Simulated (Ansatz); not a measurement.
**H2Se2O: functionals against CCSD(T) at one geometry**

The task here is to estimate one member of a computed series from the others.

Program: Ansatz 0.2.0, Gaussian basis. Level of theory: single points in def2-TZVPP. These are calculated values, not measurements.

Cores are frozen in the correlated methods. Filled d shells of the heavier atoms are correlated.

## The starting structure

SMILES `O[Se][SeH]`, 5 atoms, charge 0, spin multiplicity 1.

Atoms are counted from 1 here; the program's logs count them from 0.

Bond lengths: O1–Se2 1.785 Å, O1–H4 0.925 Å, Se2–Se3 2.412 Å, Se3–H5 1.275 Å. Angles: Se2–O1–H4 106.0°, O1–Se2–Se3 100.8°, Se2–Se3–H5 89.6°.

Coordinates:

```mol
H2OSe2
  3D, bonds by distance, orders not assigned

  5  4  0  0  0  0  0  0  0  0999 V2000
   -1.2796    0.0135   -0.8114 O   0  0
   -0.2391   -1.0890    0.1311 Se  0  0
    1.4308    0.4504    0.9427 Se  0  0
   -1.8686    0.3884   -0.2046 H   0  0
    2.1866    0.1323   -0.0330 H   0  0
  1  2  8  0
  1  4  8  0
  2  3  8  0
  3  5  8  0
M  END
```

Set-up of the first run:

Input file run/in.yaml:

```yaml
crystal:
  periodic: [false, false, false]
  atoms:
    - {symbol: O, position_ang: [-1.279600, 0.013500, -0.811400]}
    - {symbol: Se, position_ang: [-0.239100, -1.089000, 0.131100]}
    - {symbol: Se, position_ang: [1.430800, 0.450400, 0.942700]}
    - {symbol: H, position_ang: [-1.868600, 0.388400, -0.204600]}
    - {symbol: H, position_ang: [2.186600, 0.132300, -0.033000]}
basis:
  gaussian: {orbitals: def2-TZVPP}
correlation: {method: ccsd_t}
output: {forces: true}
```

No record of the launch command was kept for these runs.

Steps of the session up to this table: CCSD(T)/def2-TZVPP; PBE0-D4/def2-TZVPP; wB97M-V/def2-TZVPP; r2SCAN-D4/def2-TZVPP; PBE-D4/def2-TZVPP; SPW92/def2-TZVPP; B97M-V/def2-TZVPP.

One table of the session follows, with a row left open; its other results are not shown here.

```
   method  RMS force component (eV/Å)  angle to CCSD(T) forces (°)  dipole (D)
  CCSD(T)                       2.583                    reference        0.69
  PBE0-D4                       2.650                          2.2        0.68
  wB97M-V                       2.608                          2.2        0.72
r2SCAN-D4                           ?                            ?           ?
   PBE-D4                       2.778                          4.9        0.66
    SPW92                       2.781                          4.5        0.68
   B97M-V                       2.558                          2.1        0.66
```

**Question.** Estimate the row for r2SCAN-D4.

The run gave: RMS force component (eV/Å): 2.630; angle to CCSD(T) forces (°): 1.0; dipole (D): 0.66. In the column «RMS force component (eV/Å)» it lies between wB97M-V (2.608) and PBE0-D4 (2.650).
